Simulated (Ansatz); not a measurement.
# ZnS with a defect (Sb on a Zn site): a single-point run

The task is a single point on ZnS with a defect (Sb on a Zn site) that gives the gradients at the nuclei.

Method: Kohn-Sham DFT, with the functional, basis and potentials that each input names, in Ansatz 0.2.0.

1 further run of the same task is left out (set aside as unsound or not needed).

## (1) The structure to begin with

The structure is trigonal, space group P3m1 (No. 156). The conventional cell has a = 7.645 Å, b = 7.645 Å, c = 12.520 Å, α = 90.00°, β = 90.00°, γ = 120.00°. Zn (site symmetry m) is surrounded by 4 S at 2.34 to 2.35 Å. Zn (site symmetry 3m) is surrounded by 4 S at 2.34 to 2.35 Å. Sb (site symmetry 3m) is surrounded by 4 S at 2.34 to 2.35 Å. Only part of the 16 independent sites is listed.

Coordinates:

```
CELL_PARAMETERS angstrom
7.64540 0.00000 0.00000
-3.82270 6.62111 0.00000
0.00000 0.00000 12.52000
ATOMIC_POSITIONS crystal
Zn 0.00000 0.00000 0.00000
Zn 0.00000 0.50000 0.00000
Zn 0.50000 0.00000 0.00000
Zn 0.50000 0.50000 0.00000
Zn 0.00000 0.00000 0.50000
Zn 0.00000 0.50000 0.50000
Zn 0.50000 0.00000 0.50000
Zn 0.50000 0.50000 0.50000
Sb 0.16667 0.33333 0.25000
Zn 0.16667 0.83333 0.25000
Zn 0.66667 0.33333 0.25000
Zn 0.66667 0.83333 0.25000
Zn 0.33333 0.16667 0.75000
Zn 0.33333 0.66667 0.75000
Zn 0.83333 0.16667 0.75000
Zn 0.83333 0.66667 0.75000
S 0.00000 0.00000 0.18750
S 0.00000 0.50000 0.18750
S 0.50000 0.00000 0.18750
S 0.50000 0.50000 0.18750
S 0.00000 0.00000 0.68750
S 0.00000 0.50000 0.68750
S 0.50000 0.00000 0.68750
S 0.50000 0.50000 0.68750
S 0.16667 0.33333 0.43750
S 0.16667 0.83333 0.43750
S 0.66667 0.33333 0.43750
S 0.66667 0.83333 0.43750
S 0.33333 0.16667 0.93750
S 0.33333 0.66667 0.93750
S 0.83333 0.16667 0.93750
S 0.83333 0.66667 0.93750
```

## (2) The calculation

The input, input.yaml:

```yaml
crystal:
  lattice:
    - [7.6454, 0.0, 0.0]
    - [-3.8227, 6.621110622, 0.0]
    - [0.0, 0.0, 12.52]
  atoms:
    - { symbol: Zn, position: [0.0, 0.0, 0.0] }
    - { symbol: Zn, position: [0.0, 0.5, 0.0] }
    - { symbol: Zn, position: [0.5, 0.0, 0.0] }
    - { symbol: Zn, position: [0.5, 0.5, 0.0] }
    - { symbol: Zn, position: [0.0, 0.0, 0.5] }
    - { symbol: Zn, position: [0.0, 0.5, 0.5] }
    - { symbol: Zn, position: [0.5, 0.0, 0.5] }
    - { symbol: Zn, position: [0.5, 0.5, 0.5] }
    - { symbol: Sb, position: [0.1666666666, 0.3333333334, 0.25], spin: 1.0 }
    - { symbol: Zn, position: [0.1666666666, 0.8333333334, 0.25] }
    - { symbol: Zn, position: [0.6666666666, 0.3333333334, 0.25] }
    - { symbol: Zn, position: [0.6666666666, 0.8333333334, 0.25] }
    - { symbol: Zn, position: [0.3333333334, 0.1666666666, 0.75] }
    - { symbol: Zn, position: [0.3333333334, 0.6666666666, 0.75] }
    - { symbol: Zn, position: [0.8333333334, 0.1666666666, 0.75] }
    - { symbol: Zn, position: [0.8333333334, 0.6666666666, 0.75] }
    - { symbol: S, position: [0.0, 0.0, 0.1875] }
    - { symbol: S, position: [0.0, 0.5, 0.1875] }
    - { symbol: S, position: [0.5, 0.0, 0.1875] }
    - { symbol: S, position: [0.5, 0.5, 0.1875] }
    - { symbol: S, position: [0.0, 0.0, 0.6875] }
    - { symbol: S, position: [0.0, 0.5, 0.6875] }
    - { symbol: S, position: [0.5, 0.0, 0.6875] }
    - { symbol: S, position: [0.5, 0.5, 0.6875] }
    - { symbol: S, position: [0.1666666666, 0.3333333334, 0.4375] }
    - { symbol: S, position: [0.1666666666, 0.8333333334, 0.4375] }
    - { symbol: S, position: [0.6666666666, 0.3333333334, 0.4375] }
    - { symbol: S, position: [0.6666666666, 0.8333333334, 0.4375] }
    - { symbol: S, position: [0.3333333334, 0.1666666666, 0.9375] }
    - { symbol: S, position: [0.3333333334, 0.6666666666, 0.9375] }
    - { symbol: S, position: [0.8333333334, 0.1666666666, 0.9375] }
    - { symbol: S, position: [0.8333333334, 0.6666666666, 0.9375] }
magnetization:
  spin_polarized: true
kpoints:
  mp_grid: { grid: [3, 3, 2] }
scf:
  occupations: { method: fermi_dirac, width: 0.01 }
  mixing: { algorithm: anderson, beta: 0.2, ndim: 8 }
hamiltonian:
  xc: pbe
  pseudopotentials: { kind: nc, accuracy: standard }
output:
  forces: true
  stress: true
  populations: true
  efg:
    quadrupole_moments_barn: { Zn: 0.122, Sb: -0.543, S: -0.0694 }
    contact_densities: true
```

Run with:

```
$ ansatz run input.yaml --threads 4 --pin off --max-ram 8192MiB --backend cpu --events-out ev --progress --plain --runs-dir out
```

The log of the run:

```text
Error: output.efg without hamiltonian.pseudopotentials.kind: paw|paw_fr|all_electron or hamiltonian.pseudopotentials.kind: all_electron — the all-electron EFG reconstruction needs the PAW one-centre densities; drop the efg request, or set kind: paw (paw_fr under spin-orbit coupling) (under a functional that reads the kinetic-energy density, kind: paw is refused in some combinations and carries risks of its own in the rest: see hamiltonian.xc for the refusals and hamiltonian.pseudopotentials.kind for the risks, both in the input reference; kind: paw is refused beside gw.static_remainder)
```

Wall time 0.02 s (4 threads of Arm Neoverse V2, shared host); peak memory 0.031 GiB.

## (3) What went wrong

The program refused the input before any cycle. Its message: «output.efg without hamiltonian.pseudopotentials.kind: paw|paw_fr|all_electron or hamiltonian.pseudopotentials.kind: all_electron — the all-electron EFG reconstruction needs the PAW one-centre densities; drop the efg request ...»

What was asked isn't available in this combination.

The cure: leave the request out or change the method.

## (4) What came out

| quantity | value |
| --- | --- |
| ending | refused |
| cause | not implemented for this set-up |

**Reading.** The run has to be repeated with the input mended.
